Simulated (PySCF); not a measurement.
**A gas-phase reaction: H2OZn + Br2 → BrHOZn + BrH**

Aim: the reaction energy of `[OH][ZnH]` + `BrBr` → `[OH][Zn][Br]` + `Br`.

Computed with PySCF 2.14.0; each step states its level. No surroundings beyond the atoms listed, unless a continuum is named. Atoms count from 0, parts from 1.

## 1. The system as given

Each species was relaxed by itself at PBE0-D3(BJ)/def2-SVPD.

## 2. Reaction energy: wB97M-D3(BJ)/def2-TZVPD

What the job is given:

```
{"job": {"kind": "react", "xc": "wB97M-D3(BJ)", "basis": "def2-TZVPD"}, "charge": 0, "multiplicity": 1}
-1 H2OZn charge 0 multiplicity 1
O     -0.328010     1.104190    -0.118070
Zn     0.420180    -0.494560     0.132190
H     -1.245880     1.187590    -0.383410
H      1.153710    -1.797230     0.369280

-1 Br2 charge 0 multiplicity 1
Br     1.149510    -0.007870     0.013040
Br    -1.151600     0.002370    -0.021270

+1 BrHOZn charge 0 multiplicity 1
O     -0.887650     0.915010     0.429840
Zn     0.134860    -0.450830    -0.071950
Br     1.303810    -2.268590    -0.652890
H     -0.551020     1.804410     0.295000

+1 BrH charge 0 multiplicity 1
Br     0.714960    -0.003670     0.017580
H     -0.708320     0.007090    -0.017540
```

With the program's defaults for keys left out, this is: wB97M-D3(BJ)/def2-TZVPD reaction energy of separated species, gas phase.

Command:

```sh
$ OMP_NUM_THREADS=1 python cluster_run.py task.json out
```

One launch serves the whole session: the jobs run in the order shown.

The program printed:

```text
species 1 (H2OZn)
coarse grid: 17568 points
cycle   1  E = -1855.7352474700  dE = -2.841e-01  |g| = 1.087e+00  |ddm| = 1.412e+00
cycle   2  E = -1855.5403471897  dE =  1.949e-01  |g| = 1.754e+00  |ddm| = 1.394e+00
cycle   3  E = -1855.9047901980  dE = -3.644e-01  |g| = 5.050e-02  |ddm| = 7.858e-01
cycle   4  E = -1855.9054089850  dE = -6.188e-04  |g| = 3.999e-02  |ddm| = 6.230e-02
cycle   5  E = -1855.9055788887  dE = -1.699e-04  |g| = 1.593e-02  |ddm| = 2.386e-02
cycle   6  E = -1855.9056233145  dE = -4.443e-05  |g| = 1.611e-03  |ddm| = 1.231e-02
cycle   7  E = -1855.9056248628  dE = -1.548e-06  |g| = 6.800e-04  |ddm| = 3.342e-03
final grid: 34992 points
cycle   8  E = -1855.9055626635  dE = -7.827e-08  |g| = 7.128e-04  |ddm| = 1.170e-03
cycle   9  E = -1855.9055626191  dE =  4.432e-08  |g| = 1.175e-03  |ddm| = 5.653e-04
cycle  10  E = -1855.9055627183  dE = -9.914e-08  |g| = 6.830e-05  |ddm| = 3.080e-04
cycle  11  E = -1855.9055627196  dE = -1.331e-09  |g| = 5.017e-05  |ddm| = 6.045e-05
cycle  12  E = -1855.9055627203  dE = -7.426e-10  |g| = 6.433e-06  |ddm| = 8.573e-05
converged SCF energy = -1855.9055627203

species 2 (Br2)
coarse grid: 14664 points
cycle   1  E = -5148.2886935304  dE = -2.032e+00  |g| = 4.158e-01  |ddm| = 1.565e+00
cycle   2  E = -5148.3001186910  dE = -1.143e-02  |g| = 2.962e-01  |ddm| = 3.425e-01
cycle   3  E = -5148.3083625430  dE = -8.244e-03  |g| = 9.005e-03  |ddm| = 1.528e-01
cycle   4  E = -5148.3084070973  dE = -4.455e-05  |g| = 2.023e-03  |ddm| = 1.256e-02
cycle   5  E = -5148.3084106699  dE = -3.573e-06  |g| = 6.167e-04  |ddm| = 4.103e-03
final grid: 26152 points
cycle   6  E = -5148.3084022217  dE = -1.105e-07  |g| = 3.659e-04  |ddm| = 8.841e-04
cycle   7  E = -5148.3084022454  dE = -2.365e-08  |g| = 2.411e-04  |ddm| = 4.760e-04
cycle   8  E = -5148.3084022596  dE = -1.417e-08  |g| = 2.161e-05  |ddm| = 1.721e-04
cycle   9  E = -5148.3084022598  dE = -2.374e-10  |g| = 1.096e-05  |ddm| = 2.976e-05
converged SCF energy = -5148.3084022598

species 3 (BrHOZn)
coarse grid: 22424 points
cycle   1  E = -4429.3693389169  dE = -1.193e+00  |g| = 1.110e+00  |ddm| = 1.843e+00
cycle   2  E = -4429.2003937764  dE =  1.689e-01  |g| = 1.771e+00  |ddm| = 1.590e+00
cycle   3  E = -4429.5371789602  dE = -3.368e-01  |g| = 7.477e-02  |ddm| = 8.660e-01
cycle   4  E = -4429.5382171866  dE = -1.038e-03  |g| = 2.881e-02  |ddm| = 9.123e-02
cycle   5  E = -4429.5383615144  dE = -1.443e-04  |g| = 1.802e-02  |ddm| = 2.991e-02
cycle   6  E = -4429.5384198241  dE = -5.831e-05  |g| = 3.710e-03  |ddm| = 1.338e-02
cycle   7  E = -4429.5384272571  dE = -7.433e-06  |g| = 1.062e-03  |ddm| = 9.208e-03
final grid: 42696 points
cycle   8  E = -4429.5383103811  dE = -7.685e-07  |g| = 5.462e-04  |ddm| = 2.581e-03
cycle   9  E = -4429.5383105106  dE = -1.294e-07  |g| = 3.741e-04  |ddm| = 1.296e-03
cycle  10  E = -4429.5383105408  dE = -3.023e-08  |g| = 1.061e-04  |ddm| = 2.545e-04
cycle  11  E = -4429.5383105508  dE = -9.994e-09  |g| = 8.056e-05  |ddm| = 3.265e-04
cycle  12  E = -4429.5383105525  dE = -1.673e-09  |g| = 2.184e-05  |ddm| = 1.243e-04
cycle  13  E = -4429.5383105525  dE = -6.276e-11  |g| = 6.090e-06  |ddm| = 1.384e-05
converged SCF energy = -4429.5383105525

species 4 (BrH)
coarse grid: 9808 points
cycle   1  E = -2574.7444816456  dE = -1.115e+00  |g| = 2.814e-01  |ddm| = 9.887e-01
cycle   2  E = -2574.7574488334  dE = -1.297e-02  |g| = 1.487e-01  |ddm| = 2.655e-01
cycle   3  E = -2574.7608846714  dE = -3.436e-03  |g| = 8.657e-03  |ddm| = 8.708e-02
cycle   4  E = -2574.7609220372  dE = -3.737e-05  |g| = 2.523e-03  |ddm| = 1.268e-02
cycle   5  E = -2574.7609264678  dE = -4.431e-06  |g| = 6.497e-04  |ddm| = 4.934e-03
final grid: 18448 points
cycle   6  E = -2574.7609110094  dE = -1.921e-07  |g| = 3.888e-04  |ddm| = 9.257e-04
cycle   7  E = -2574.7609110370  dE = -2.760e-08  |g| = 2.733e-04  |ddm| = 3.940e-04
cycle   8  E = -2574.7609110441  dE = -7.085e-09  |g| = 3.376e-05  |ddm| = 1.361e-04
cycle   9  E = -2574.7609110451  dE = -1.024e-09  |g| = 1.120e-05  |ddm| = 6.286e-05
cycle  10  E = -2574.7609110452  dE = -6.185e-11  |g| = 1.706e-06  |ddm| = 1.295e-05
converged SCF energy = -2574.7609110452

Reaction energy = -53.511 kcal/mol
```

It took 13 s on 1 thread of Intel Xeon Platinum 8488C, shared host; peak memory 0.57 GiB.

Species by species (with the dispersion term, which the log's SCF energies lack):

```
 ν       species  energy (Eh)  HOMO (eV)
-1     [OH][ZnH]  -1855.90735     -10.81
-1          BrBr  -5148.30959     -10.44
+1  [OH][Zn][Br]  -4429.54074     -10.76
+1            Br  -2574.76148     -11.15
```

## 3. Energies of the species: PBE0-D3(BJ)/def2-TZVPD

Settings changed since step 2:

```diff
@@ -1,2 +1,2 @@
-{"job": {"kind": "react", "xc": "wB97M-D3(BJ)", "basis": "def2-TZVPD"}, "charge": 0, "multiplicity": 1}
+{"job": {"kind": "react", "xc": "PBE0", "basis": "def2-TZVPD", "disp": "d3bj"}, "charge": 0, "multiplicity": 1}
 -1 H2OZn charge 0 multiplicity 1
```

Level: PBE0-D3(BJ)/def2-TZVPD reaction energy of separated species, gas phase.

The program printed:

```text
species 1 (H2OZn)
coarse grid: 17568 points
cycle   1  E = -1855.3353562632  dE = -2.253e-01  |g| = 1.216e+00  |ddm| = 1.531e+00
cycle   2  E = -1854.2445845312  dE =  1.091e+00  |g| = 2.835e+00  |ddm| = 2.353e+00
cycle   3  E = -1855.5142509547  dE = -1.270e+00  |g| = 3.210e-01  |ddm| = 1.862e+00
cycle   4  E = -1855.5237492585  dE = -9.498e-03  |g| = 2.226e-01  |ddm| = 2.448e-01
cycle   5  E = -1855.5293601257  dE = -5.611e-03  |g| = 1.750e-02  |ddm| = 7.852e-02
cycle   6  E = -1855.5294319905  dE = -7.186e-05  |g| = 4.889e-03  |ddm| = 1.555e-02
cycle   7  E = -1855.5294361996  dE = -4.209e-06  |g| = 3.712e-04  |ddm| = 3.160e-03
final grid: 34992 points
cycle   8  E = -1855.5294522822  dE = -3.791e-08  |g| = 2.576e-04  |ddm| = 6.634e-04
cycle   9  E = -1855.5294522764  dE =  5.811e-09  |g| = 3.686e-04  |ddm| = 3.033e-04
cycle  10  E = -1855.5294522900  dE = -1.362e-08  |g| = 8.068e-05  |ddm| = 1.581e-04
cycle  11  E = -1855.5294522906  dE = -6.485e-10  |g| = 5.969e-06  |ddm| = 3.353e-05
converged SCF energy = -1855.5294522906

species 2 (Br2)
coarse grid: 14664 points
cycle   1  E = -5147.6955183596  dE = -1.992e+00  |g| = 4.158e-01  |ddm| = 1.609e+00
cycle   2  E = -5147.7001494564  dE = -4.631e-03  |g| = 3.188e-01  |ddm| = 3.040e-01
cycle   3  E = -5147.7078038296  dE = -7.654e-03  |g| = 2.250e-02  |ddm| = 1.633e-01
cycle   4  E = -5147.7079149079  dE = -1.111e-04  |g| = 7.934e-03  |ddm| = 2.329e-02
cycle   5  E = -5147.7079311953  dE = -1.629e-05  |g| = 5.812e-04  |ddm| = 6.034e-03
cycle   6  E = -5147.7079312541  dE = -5.878e-08  |g| = 9.434e-05  |ddm| = 7.038e-04
final grid: 26152 points
cycle   7  E = -5147.7079421912  dE = -3.399e-09  |g| = 8.875e-05  |ddm| = 2.127e-04
cycle   8  E = -5147.7079421915  dE = -2.838e-10  |g| = 7.659e-05  |ddm| = 1.004e-04
cycle   9  E = -5147.7079421919  dE = -4.147e-10  |g| = 2.395e-06  |ddm| = 3.922e-05
converged SCF energy = -5147.7079421919

species 3 (BrHOZn)
coarse grid: 22424 points
cycle   1  E = -4428.6558676883  dE = -1.123e+00  |g| = 1.255e+00  |ddm| = 1.929e+00
cycle   2  E = -4427.6472156434  dE =  1.009e+00  |g| = 2.832e+00  |ddm| = 2.789e+00
cycle   3  E = -4428.8469062394  dE = -1.200e+00  |g| = 3.088e-01  |ddm| = 2.182e+00
cycle   4  E = -4428.8566255723  dE = -9.719e-03  |g| = 2.374e-01  |ddm| = 3.184e-01
cycle   5  E = -4428.8635577905  dE = -6.932e-03  |g| = 2.060e-02  |ddm| = 9.719e-02
cycle   6  E = -4428.8636284988  dE = -7.071e-05  |g| = 8.936e-03  |ddm| = 2.671e-02
cycle   7  E = -4428.8636445805  dE = -1.608e-05  |g| = 3.322e-03  |ddm| = 1.099e-02
cycle   8  E = -4428.8636466028  dE = -2.022e-06  |g| = 1.513e-04  |ddm| = 2.683e-03
final grid: 42696 points
cycle   9  E = -4428.8636101631  dE = -1.434e-07  |g| = 1.555e-04  |ddm| = 1.446e-03
cycle  10  E = -4428.8636101576  dE =  5.570e-09  |g| = 2.941e-04  |ddm| = 2.654e-04
cycle  11  E = -4428.8636101664  dE = -8.866e-09  |g| = 2.218e-05  |ddm| = 1.417e-04
cycle  12  E = -4428.8636101665  dE = -4.911e-11  |g| = 8.201e-06  |ddm| = 2.239e-05
converged SCF energy = -4428.8636101665

species 4 (BrH)
coarse grid: 9808 points
cycle   1  E = -2574.4494534937  dE = -1.081e+00  |g| = 2.724e-01  |ddm| = 1.042e+00
cycle   2  E = -2574.4540917692  dE = -4.638e-03  |g| = 1.699e-01  |ddm| = 2.601e-01
cycle   3  E = -2574.4588662394  dE = -4.774e-03  |g| = 3.007e-02  |ddm| = 1.194e-01
cycle   4  E = -2574.4590977324  dE = -2.315e-04  |g| = 4.156e-03  |ddm| = 2.212e-02
cycle   5  E = -2574.4591017349  dE = -4.003e-06  |g| = 1.311e-03  |ddm| = 4.270e-03
final grid: 18448 points
cycle   6  E = -2574.4591027758  dE = -7.034e-08  |g| = 1.375e-03  |ddm| = 2.025e-03
cycle   7  E = -2574.4591027901  dE = -1.432e-08  |g| = 1.399e-03  |ddm| = 1.791e-03
cycle   8  E = -2574.4591030111  dE = -2.209e-07  |g| = 5.149e-05  |ddm| = 8.398e-04
cycle   9  E = -2574.4591030117  dE = -6.753e-10  |g| = 1.027e-05  |ddm| = 4.414e-05
converged SCF energy = -2574.4591030117

Reaction energy = -53.576 kcal/mol
```

Run time: 7.5 s. Hardware: 1 thread of Intel Xeon Platinum 8488C, shared host; peak memory 0.54 GiB.

Reaction energy at this level: -53.58 kcal/mol.

## 4. Reaction energy: MP2/def2-TZVPD

Settings changed since step 3:

```diff
@@ -1,2 +1,2 @@
-{"job": {"kind": "react", "xc": "PBE0", "basis": "def2-TZVPD", "disp": "d3bj"}, "charge": 0, "multiplicity": 1}
+{"job": {"kind": "react", "xc": "MP2", "basis": "def2-TZVPD"}, "charge": 0, "multiplicity": 1}
 -1 H2OZn charge 0 multiplicity 1
```

Method: MP2/def2-TZVPD reaction energy of separated species, gas phase.

The program printed:

```text
species 1 (H2OZn)
final grid: 34992 points
cycle   1  E = -1853.7658105219  dE = -4.008e-01  |g| = 6.855e-01  |ddm| = 1.395e+00
cycle   2  E = -1853.8107324324  dE = -4.492e-02  |g| = 6.226e-01  |ddm| = 6.860e-01
cycle   3  E = -1853.8623663305  dE = -5.163e-02  |g| = 6.215e-02  |ddm| = 2.657e-01
cycle   4  E = -1853.8632175077  dE = -8.512e-04  |g| = 4.278e-02  |ddm| = 7.551e-02
cycle   5  E = -1853.8634612596  dE = -2.438e-04  |g| = 6.541e-03  |ddm| = 3.634e-02
cycle   6  E = -1853.8634751847  dE = -1.393e-05  |g| = 1.262e-03  |ddm| = 1.341e-02
cycle   7  E = -1853.8634759714  dE = -7.867e-07  |g| = 2.826e-04  |ddm| = 3.843e-03
cycle   8  E = -1853.8634760180  dE = -4.657e-08  |g| = 8.030e-05  |ddm| = 7.900e-04
cycle   9  E = -1853.8634760225  dE = -4.580e-09  |g| = 2.277e-05  |ddm| = 1.919e-04
cycle  10  E = -1853.8634760229  dE = -3.413e-10  |g| = 3.949e-06  |ddm| = 4.948e-05
converged SCF energy = -1853.8634760229

species 2 (Br2)
final grid: 26152 points
cycle   1  E = -5144.8048461267  dE = -2.062e+00  |g| = 2.909e-01  |ddm| = 1.538e+00
cycle   2  E = -5144.8189359584  dE = -1.409e-02  |g| = 1.474e-01  |ddm| = 2.565e-01
cycle   3  E = -5144.8217329174  dE = -2.797e-03  |g| = 1.800e-02  |ddm| = 9.135e-02
cycle   4  E = -5144.8218981292  dE = -1.652e-04  |g| = 4.299e-03  |ddm| = 2.375e-02
cycle   5  E = -5144.8219102157  dE = -1.209e-05  |g| = 1.080e-03  |ddm| = 6.539e-03
cycle   6  E = -5144.8219107191  dE = -5.034e-07  |g| = 1.901e-04  |ddm| = 1.295e-03
cycle   7  E = -5144.8219107354  dE = -1.635e-08  |g| = 2.978e-05  |ddm| = 2.742e-04
cycle   8  E = -5144.8219107358  dE = -3.874e-10  |g| = 3.080e-06  |ddm| = 6.117e-05
converged SCF energy = -5144.8219107358

species 3 (BrHOZn)
final grid: 42696 points
cycle   1  E = -4425.6943265087  dE = -1.314e+00  |g| = 6.828e-01  |ddm| = 1.798e+00
cycle   2  E = -4425.7352337377  dE = -4.091e-02  |g| = 6.266e-01  |ddm| = 7.078e-01
cycle   3  E = -4425.7817515135  dE = -4.652e-02  |g| = 6.783e-02  |ddm| = 2.726e-01
cycle   4  E = -4425.7825338953  dE = -7.824e-04  |g| = 3.453e-02  |ddm| = 6.906e-02
cycle   5  E = -4425.7827548243  dE = -2.209e-04  |g| = 8.867e-03  |ddm| = 3.542e-02
cycle   6  E = -4425.7827840295  dE = -2.921e-05  |g| = 2.369e-03  |ddm| = 1.283e-02
cycle   7  E = -4425.7827883249  dE = -4.295e-06  |g| = 7.255e-04  |ddm| = 5.926e-03
cycle   8  E = -4425.7827887046  dE = -3.797e-07  |g| = 2.526e-04  |ddm| = 1.405e-03
cycle   9  E = -4425.7827887382  dE = -3.357e-08  |g| = 7.603e-05  |ddm| = 3.889e-04
cycle  10  E = -4425.7827887414  dE = -3.176e-09  |g| = 2.633e-05  |ddm| = 1.231e-04
cycle  11  E = -4425.7827887419  dE = -5.230e-10  |g| = 7.962e-06  |ddm| = 6.594e-05
converged SCF energy = -4425.7827887419

species 4 (BrH)
final grid: 18448 points
cycle   1  E = -2572.9852621232  dE = -1.144e+00  |g| = 2.202e-01  |ddm| = 9.639e-01
cycle   2  E = -2572.9999185541  dE = -1.466e-02  |g| = 7.760e-02  |ddm| = 2.157e-01
cycle   3  E = -2573.0014423364  dE = -1.524e-03  |g| = 1.588e-02  |ddm| = 5.815e-02
cycle   4  E = -2573.0016142369  dE = -1.719e-04  |g| = 5.005e-03  |ddm| = 1.886e-02
cycle   5  E = -2573.0016333628  dE = -1.913e-05  |g| = 1.691e-03  |ddm| = 6.805e-03
cycle   6  E = -2573.0016347659  dE = -1.403e-06  |g| = 3.418e-04  |ddm| = 2.059e-03
cycle   7  E = -2573.0016348395  dE = -7.365e-08  |g| = 5.979e-05  |ddm| = 6.414e-04
cycle   8  E = -2573.0016348410  dE = -1.431e-09  |g| = 8.468e-06  |ddm| = 8.660e-05
cycle   9  E = -2573.0016348410  dE = -2.683e-11  |g| = 1.310e-06  |ddm| = 1.889e-05
converged SCF energy = -2573.0016348410

Reaction energy = -57.201 kcal/mol
```

Run time: 4.2 s. Hardware: 1 thread of Intel Xeon Platinum 8488C, shared host; peak memory 0.44 GiB.

Reaction energy at this level: -57.20 kcal/mol.

## 5. Comparing the runs

Energies in kcal/mol, with wall time:

| run | reaction | time |
| --- | --- | --- |
| wB97M-D3(BJ)/def2-TZVPD | -53.51 | 13 s |
| PBE0-D3(BJ)/def2-TZVPD | -53.58 | 7.5 s |
| MP2/def2-TZVPD | -57.20 | 4.2 s |

## 6. Results

```
                                                quantity                      value
               reaction energy (wB97M-D3(BJ)/def2-TZVPD)            -53.51 kcal/mol
                     ΔH, ΔG at 298 K (xTB thermal terms)      -53.0, -53.2 kcal/mol
range of the reaction energy over the runs of this table  -57.20 to -53.51 kcal/mol
```

What this shows: The reaction is exothermic by 53.0 kcal/mol in the gas phase; dispersion gives -0.01, and xTB itself gave -19.78 for the electronic energy (xTB energies and thermal terms come from the earlier relaxation of each species, not shown). No barrier was sought. xTB and this level differ widely in the electronic energy, so what comes from xTB (the thermal terms above all) is less safe here. The reaction energy runs from -57.20 (MP2/def2-TZVPD) to -53.51 kcal/mol (wB97M-D3(BJ)/def2-TZVPD).
